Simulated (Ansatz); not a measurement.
# LaO4: the cost of one run

Method: DFT PBE, scalar-relativistic, plane waves, PAW, in Ansatz 0.2.0.

## Step 1: Starting point

It takes space group P-4m2 (No. 115, tetragonal). The conventional cell has a = 4.076 Å, b = 4.076 Å, c = 6.651 Å, α = 90.00°, β = 90.00°, γ = 90.00°. La (site symmetry -4m2) is surrounded by 4 O at 2.27 Å. Around O (site symmetry 2mm) lie 1 O at 1.22 Å. O (site symmetry 2mm) has 2 La at 2.27 Å as nearest neighbours.

As a file:

```
CELL_PARAMETERS angstrom
4.07634 0.00000 0.00000
0.00000 4.07634 0.00000
0.00000 0.00000 6.65071
ATOMIC_POSITIONS crystal
La 0.50000 0.50000 0.00000
O 0.50000 0.50000 0.40838
O 0.50000 0.50000 0.59162
O 0.00000 0.50000 0.85054
O 0.50000 0.00000 0.14946
```

The cell was relaxed beforehand at this level, from a generated guess; it needn't be the stable form of this composition. At a tolerance of 0.05 Å it has space group P-4m2 (No. 115); it has 22.10 Å³/atom, an uncorrected energy of -1.09 eV/atom over the elements.

## Step 2: Static run: bands, density of states and charges

Contents of input.yaml:

```yaml
crystal:
  lattice:
    - [4.0763383636, 0.0, 0.0]
    - [0.0, 4.0763383636, 0.0]
    - [0.0, 0.0, 6.6507106978]
  atoms:
    - { symbol: La, position: [0.5, 0.5, 0.0] }
    - { symbol: O, position: [0.5, 0.5, 0.4083759535] }
    - { symbol: O, position: [0.5, 0.5, 0.5916240465] }
    - { symbol: O, position: [0.0, 0.5, 0.8505371368] }
    - { symbol: O, position: [0.5, 0.0, 0.1494628632] }
basis:
  ecutwfc: 420
kpoints:
  mp_grid: { grid: [10, 10, 6] }
  band_path:
    path:
      - [[0.0, 0.0, 0.0], [0.0, 0.5, 0.0], [0.5, 0.5, 0.0], [0.0, 0.0, 0.0], [0.0, 0.0, 0.5], [0.0, 0.5, 0.5], [0.5, 0.5, 0.5], [0.0, 0.0, 0.5]]
      - [[0.0, 0.5, 0.0], [0.0, 0.5, 0.5]]
      - [[0.5, 0.5, 0.0], [0.5, 0.5, 0.5]]
    npoints: 14
hamiltonian:
  xc: pbe
scf:
  occupations: { method: gaussian, width: 0.1 }
  n_extra_bands: 12
output:
  forces: true
  stress: true
  eigenvalues: true
  populations: true
  dos: { projected: true, de: 0.02, nscf_kmesh: { grid: [12, 12, 8] } }
  bader: true
  write_density: true
  write_potential: true
  elf: true
  volumetric_format: npy
```

Launch:

```bash
ansatz run input.yaml --threads 1 --pin off --max-ram 2560MiB --backend cpu --events-out ev --progress --plain --runs-dir out
```

**Question.** How long does this run take on 1 thread of AMD EPYC 7R43 (Zen 3), shared host, and how much memory does it need?

About 2.1 min, with a peak of 0.62 GiB.
